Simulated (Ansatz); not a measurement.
# AgTlS2: a single-point run

Aim: a sound single-point run of AgTlS2. The structure is shown as the input types it. The cell is built on a prototype (ordering on zincblende) and needn't be the phase found in nature.

Computed with Ansatz 0.2.0 (density functional or hybrid calculation with the settings of its input, plane waves (as first typed), unless a step's input says otherwise).

2 further runs of the same task are left out: 1 for a known fault of the program, 1 that didn't finish.

## Step 1: Starting point

The structure is tetragonal, space group P-4m2 (No. 115). The conventional cell has a = 4.138 Å, b = 4.138 Å, c = 6.002 Å, α = 90.00°, β = 90.00°, γ = 90.00°. Ag (site symmetry -4m2) has 4 S at 2.54 Å as nearest neighbours. S (site symmetry 2mm) has 2 Ag at 2.54 Å and 2 Tl at 2.58 Å as nearest neighbours. Tl (site symmetry -4m2) is surrounded by 4 S at 2.58 Å.

Coordinates:

```cif
data_structure
_symmetry_space_group_name_H-M 'P 1'
_symmetry_Int_Tables_number 1
_cell_length_a 4.1384
_cell_length_b 4.1384
_cell_length_c 6.0023
_cell_angle_alpha 90.000
_cell_angle_beta 90.000
_cell_angle_gamma 90.000
_cell_volume 102.80
loop_
_atom_site_label
_atom_site_type_symbol
_atom_site_fract_x
_atom_site_fract_y
_atom_site_fract_z
_atom_site_occupancy
Ag1 Ag 0.00000 0.00000 0.00000 1
S1 S 0.00000 0.50000 0.24458 1
Tl1 Tl 0.50000 0.50000 0.50000 1
S2 S 0.50000 0.00000 0.75542 1
```

## Step 2: Running it

Input file input.yaml:

```yaml
crystal:
  lattice:
    - [4.1384416178, 0.0, 0.0]
    - [0.0, 4.1384416178, 0.0]
    - [0.0, 0.0, 6.0023381934]
  atoms:
    - { symbol: Ag, position: [0.0, 0.0, 0.0] }
    - { symbol: S, position: [0.0, 0.5, 0.244582852] }
    - { symbol: Tl, position: [0.5, 0.5, 0.5] }
    - { symbol: S, position: [0.5, 0.0, 0.755417148] }
kpoints:
  mp_grid: { grid: [4, 4, 4] }
hamiltonian:
  xc: pbe
scf:
  occupations: { method: cold, width: 1.5 }
  n_extra_bands: 5
output:
  forces: true
  stress: true
  eigenvalues: true
```

Run with:

```console
ansatz run input.yaml --threads 4 --pin off --max-ram 3686MiB --backend cpu --events-out ev --progress --plain --runs-dir out
```

What happens when this is run?

This run ends as converged. That alone doesn't make the input a sound one.

In the input, scf.occupations.method is cold; scf.occupations.width is 1.5. The width is far wider than usual, so occupations near the Fermi level are blurred and the entropy term grows.

Run again and compare: set scf.occupations.method to fermi_dirac and scf.occupations.width to 0.02.
